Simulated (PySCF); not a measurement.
**B2PLYP/def2-TZVP (core potential) run of SnSe (SMILES [Se][Sn])**

Aim: the energy change on altering one bond length of SnSe at B2PLYP/def2-TZVP (core potential), from 2 runs. 

Program for the calculation: PySCF 2.14.0.

1 further run of the same task is left out (set aside as unsound or not needed).

### Step 1. The molecule

SnSe: 2 atoms, total charge 0, spin state singlet. As SMILES, `[Se][Sn]`. The shape is that of a PBE0-D4/def2-TZVP optimisation.

Bond lengths: Se1–Sn2 2.325 Å.

### Step 2. The energy at B2PLYP/def2-TZVP (core potential)

Contents of calc.py:

```python
from pyscf import gto, dft, mp

molecule = gto.M(
    atom='''
Se       0.000000       0.000000       0.006530
Sn       0.000000       0.000000       2.331810
''',
    max_memory=1860,
    verbose=3,
    ecp={'Sn': 'def2-svp'},
    basis='def2-tzvp',
)

mf = dft.RKS(molecule)
mf.xc = '0.53*HF + 0.47*B88, 0.73*LYP'
mf.grids.level = 5
mf.conv_tol = 1e-10
mf.kernel()
if not mf.converged:
    mf = mf.newton().run(mf.mo_coeff, mf.mo_occ)

pt = mp.MP2(mf, frozen=13).run()
e_tot = mf.e_tot + 0.27 * pt.e_corr
print('PT2 part  %.8f' % (0.27 * pt.e_corr))
print('E(%s) = %.9f' % ('B2PLYP', e_tot))
```

The run is started by

```sh
$ OMP_NUM_THREADS=1 python calc.py
```

Output:

```text
converged SCF energy = -2615.14541336902
E(RMP2) = -2615.83196624342  E_corr = -0.686552874396415
E(SCS-RMP2) = -2615.7711078679  E_corr = -0.62569449887618
PT2 part  -0.18536928
E(B2PLYP) = -2615.330782645
```

Run time: 11 s. Hardware: 1 thread of Arm Neoverse V2, shared host; peak memory 0.47 GiB.

### Step 3. The distorted shape at the same level

Contents of calc.py:

```python
from pyscf import gto, dft, mp

system = gto.M(
    atom=[
    ('Se', (0.000000, -0.000000, -0.342290)),
    ('Sn', (-0.000000, 0.000000, 2.331810)),
],
    charge=0,
    max_memory=1860,
    ecp={'Sn': 'def2-svp'},
    verbose=3,
    spin=0,
    basis='def2-tzvp',
)

mf = dft.RKS(system, xc='0.53*HF + 0.47*B88, 0.73*LYP')
mf.conv_tol = 1e-10
mf.grids.level = 5
mf.kernel()
if not mf.converged:
    mf = mf.newton().run(mf.mo_coeff, mf.mo_occ)

pt = mp.MP2(mf, frozen=13).run()
etot = mf.e_tot + 0.27 * pt.e_corr
print('PT2 part  %.8f' % (0.27 * pt.e_corr))
print('Final energy', etot)
```

The run is started by

```sh
$ OMP_NUM_THREADS=1 python calc.py
```

Output:

```text
converged SCF energy = -2615.11454274429
E(RMP2) = -2615.82642433463  E_corr = -0.7118815903408
E(SCS-RMP2) = -2615.76521236005  E_corr = -0.650669615763989
PT2 part  -0.19220803
Final energy -2615.3067507736782
```

Wall time 11 s (1 thread of Arm Neoverse V2, shared host); peak memory 0.47 GiB.

### Step 4. Results

At B2PLYP/def2-TZVP (core potential), 13 core orbitals frozen:

| quantity | value |
| --- | --- |
| first shape: total energy | -2615.33078 Eh |
| first shape: dipole moment (SCF part) | 3.43 D |
| first shape: HOMO energy (SCF part's orbitals) | -7.75 eV |
| first shape: LUMO energy (SCF part's orbitals) | -1.60 eV |
| first shape: HOMO–LUMO gap (SCF part's orbitals) | 6.15 eV |
| distorted shape: total energy | -2615.30675 Eh |
| distorted shape: dipole moment (SCF part) | 5.10 D |
| distorted shape: HOMO energy (SCF part's orbitals) | -7.02 eV |
| distorted shape: LUMO energy (SCF part's orbitals) | -2.24 eV |
| distorted shape: HOMO–LUMO gap (SCF part's orbitals) | 4.78 eV |
| energy change with the Se1–Sn2 bond stretched from 2.325 to 2.674 Å | 0.654 eV |

In words: With the Se1–Sn2 bond stretched from 2.325 to 2.674 Å the energy rises by 0.65 eV (63.1 kJ/mol). The first shape isn't relaxed at this level, so the change isn't measured from a minimum.
